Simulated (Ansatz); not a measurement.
**GeO (singlet): from Hartree-Fock to the top rungs at distance Ge1–O2 = 1.465 Å, cc-pVTZ**

The task here is to estimate one member of a computed series from the others.

Program: Ansatz 0.2.0, Gaussian basis. Level of theory: cc-pVTZ, core rule «outside noble gas», up to 15 orbitals frozen. These are calculated values, not measurements.

The runs, in order: UHF; CCSD(T) on RHF; BCCD(T) on RHF; CISD; CCSDT(Q) on RHF; CASSCF and NEVPT2, 2 electrons in 2 orbitals; CASSCF and NEVPT2, 10 electrons in 8 orbitals.

20 further runs of the same task are left out: 1 for a known fault of the program, 14 that didn't finish, 5 set aside as unsound or not needed.

## What is computed

The geometry derives from a PBE0/def2-TZVP stationary point (not a proven minimum). One bond is set to the value named and the two fragments are kept rigid. No spin-orbit coupling is included. The filled d shell of Ge may be among the frozen orbitals whatever the setting's name suggests; the logs give the count.

2 atoms, charge 0, spin multiplicity 1.

Atoms are counted from 1 here; the program's logs count them from 0.

Bond lengths: Ge1–O2 1.465 Å.

Set-up of the first run:

File in.yaml:

```yaml
crystal:
  periodic: [false, false, false]
  atoms:
    - {symbol: Ge, position_ang: [0.000000, 0.000000, 0.000000]}
    - {symbol: O, position_ang: [0.000000, 0.000000, 1.465000]}
basis:
  gaussian: {orbitals: cc-pVTZ}
magnetization: {spin_polarized: true, initial_magnetization: 0}
hamiltonian: {xc: hf}
output: {orbitals: {seedname: orbitals}}
```

On the command line:

```console
> ansatz run in.yaml --threads 1 --pin off --events-out ev --progress --plain --max-ram 2393MiB
```

Among the steps run: UHF; CCSD(T) on RHF; BCCD(T) on RHF; CISD; CCSDT(Q) on RHF; CASSCF and NEVPT2, 2 electrons in 2 orbitals; CASSCF and NEVPT2, 10 electrons in 8 orbitals.

One table of the session follows, with a row left open; its other results are not shown here.

It belongs to the step «Misses and costs». 

```
        method  from RCCSDT(Q) (meV)
           RHF               +9356.3
          RMP2                +465.7
         RCCSD                +476.6
      RCCSD(T)                 +41.2
       BCCD(T)                 +36.4
        RCCSDT                 +37.7
     RCCSDT(Q)                     0
   CASSCF pair               +8763.8
   NEVPT2 pair                +511.4
CASSCF valence                     ?
NEVPT2 valence               +1279.6
```

Q: Estimate the row for CASSCF valence from the others.

The run gave: from RCCSDT(Q) (meV): +6155.3. In the column «from RCCSDT(Q) (meV)» it lies between NEVPT2 valence (+1279.6) and CASSCF pair (+8763.8).

Not comparable, so not listed: CISD (they don't share determinant, frozen orbitals or solution with the rows shown, or repeat one).
